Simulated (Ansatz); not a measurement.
# C: a single-point run

The task is a single-point run on C. The structure is shown as the input types it.

Method: density functional or hybrid calculation with the settings of its input, plane waves (as first typed), in Ansatz 0.2.0.

3 further runs of the same task are left out: 1 for a known fault of the program, 2 that didn't finish.

## 1. The structure to begin with

Symmetry: P6_3/mmc, No. 194, hexagonal system. Conventional cell: a = 2.503 Å, b = 2.503 Å, c = 4.169 Å, α = 90.00°, β = 90.00°, γ = 120.00°. C (site symmetry 3m) is surrounded by 4 C at 1.54 to 1.56 Å.

Structure file:

```
CELL_PARAMETERS angstrom
2.50320 0.00000 0.00000
-1.25160 2.16783 0.00000
0.00000 0.00000 4.16887
ATOMIC_POSITIONS crystal
C 0.33333 0.66667 0.00023
C 0.66667 0.33333 0.50023
C 0.33333 0.66667 0.37477
C 0.66667 0.33333 0.87477
```

## 2. The calculation

Contents of input.yaml:

```yaml
crystal:
  lattice:
    - [2.503195371, 0.0, 0.0]
    - [-1.2515976855, 2.1678307819, 0.0]
    - [0.0, 0.0, 4.1688692747]
  atoms:
    - { symbol: C, position: [0.3333333333, 0.6666666667, 0.0002313176] }
    - { symbol: C, position: [0.6666666667, 0.3333333333, 0.5002313176] }
    - { symbol: C, position: [0.3333333333, 0.6666666667, 0.3747686824] }
    - { symbol: C, position: [0.6666666667, 0.3333333333, 0.8747686824] }
kpoints:
  mp_grid: { grid: [9, 9, 4] }
hamiltonian:
  xc: pbe
scf:
  occupations: { method: fixed }
  n_extra_bands: 5
  max_iter: 95
output:
  forces: true
  stress: true
  eigenvalues: true
basis:
  ecutrho_ratio: 2
```

Launch:

```
$ ansatz run input.yaml --threads 4 --pin off --max-ram 3686MiB --backend cpu --events-out ev --progress --plain --runs-dir out
```

Q: Will this input give a usable result? If not, why, and what should change?

This run ends as converged, with warnings (cutoff below recommended). Its log warns: «basis.ecutrho_ratio = 2 (ecutrho = 840 eV) is below the records' recommended 1680 eV»

The suspect setting: basis.ecutrho_ratio is 2. The density grid can't hold the products of the orbitals.

The test: delete basis.ecutrho_ratio (the default then holds).
